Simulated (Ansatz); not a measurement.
**FeI3 (ReO3 type): equation of state**

Aim: the bulk modulus of FeI3 (ReO3 type) from energies at several volumes around the relaxed one, with shape and atoms relaxed at each. The cell was built by placing the elements on the sites of a structure type; the runs don't test whether it is the stable form.

Method: DFT PBE, scalar-relativistic, plane waves, PAW, in Ansatz 0.2.0.

3 further runs of the same task are left out: 1 that didn't finish, 2 set aside as unsound or not needed. Runs told in other sessions of the task aren't counted.

## (1) The starting structure

The structure is cubic, space group Pm-3m (No. 221). Conventional cell: a = 5.524 Å, b = 5.524 Å, c = 5.524 Å, α = 90.00°, β = 90.00°, γ = 90.00°. Fe (site symmetry m-3m) is surrounded by 6 I at 2.76 Å. I (site symmetry 4/mmm) is surrounded by 2 Fe at 2.76 Å.

Structure file:

```cif
data_structure
_symmetry_space_group_name_H-M 'Pm-3m'
_symmetry_Int_Tables_number 221
_cell_length_a 5.5237
_cell_length_b 5.5237
_cell_length_c 5.5237
_cell_angle_alpha 90.000
_cell_angle_beta 90.000
_cell_angle_gamma 90.000
_cell_volume 168.54
loop_
_atom_site_label
_atom_site_type_symbol
_atom_site_symmetry_multiplicity
_atom_site_Wyckoff_symbol
_atom_site_fract_x
_atom_site_fract_y
_atom_site_fract_z
_atom_site_occupancy
Fe1 Fe 1 a 0.00000 0.00000 0.00000 1
I1 I 3 d 0.50000 0.00000 0.00000 1
```

An earlier run at PBE left this cell at 42.134 Å³/atom and 0.03 GPa (6×6×3 mesh). The large moments point both ways and cancel.

Volume factors to run: 0.980, 1.020, 0.960, 1.040, 1.070, 1.100, 0.945.

## (2) Scaling the volume by 0.980

File input.yaml:

```yaml
crystal:
  lattice:
    - [5.4866496321, 0.0, 5.4866496321]
    - [0.0, 5.4866496321, 5.4866496321]
    - [0.0, 0.0, 10.9732992643]
  atoms:
    - { symbol: Fe, position: [0.0, 0.0, 0.0], spin: 3.71 }
    - { symbol: I, position: [0.5, 0.0, 0.75] }
    - { symbol: I, position: [0.0, 0.0, 0.25] }
    - { symbol: I, position: [0.0, 0.5, 0.75] }
    - { symbol: Fe, position: [0.0, 0.0, 0.5], spin: -3.71 }
    - { symbol: I, position: [0.5, 0.0, 0.25] }
    - { symbol: I, position: [0.0, 0.0, 0.75] }
    - { symbol: I, position: [0.0, 0.5, 0.25] }
basis:
  ecutwfc: 420
  ecutrho_ratio: 4
kpoints:
  mp_grid: { grid: [6, 6, 3] }
hamiltonian:
  xc: pbe
scf:
  occupations: { method: gaussian, width: 0.05 }
output:
  forces: true
  stress: true
  eigenvalues: true
  populations: true
magnetization:
  spin_polarized: true
relax:
  f_tol: 0.01
  max_steps: 40
```

Run with:

```sh
$ ansatz run input.yaml --threads 2 --pin off --max-ram 2662MiB --backend cpu --events-out ev --progress --plain --runs-dir out
```

After this run come: At 1.020 of the relaxed volume; Volume × 0.960; Volume × 1.040; Volume × 1.070; Scaling the volume by 1.100; Scaling the volume by 0.945.

Before running it: what results should come out? Wanted: V0; B0; scatter of the fit.

**Answer**, as computed:

| quantity | value |
| --- | --- |
| V0 | 42.161 Å³/atom |
| B0 | 25 GPa |
| scatter of the fit | 0.017 meV/atom |

What this shows: A third-order Birch–Murnaghan fit puts the minimum at 42.16 Å³/atom with a bulk modulus of 25 GPa, which is soft. One per cent of compression takes about 0.25 GPa. The moment on atom 1 grows from 3.30 to 3.48 μB on expansion. These are values at 0 K without zero-point motion.
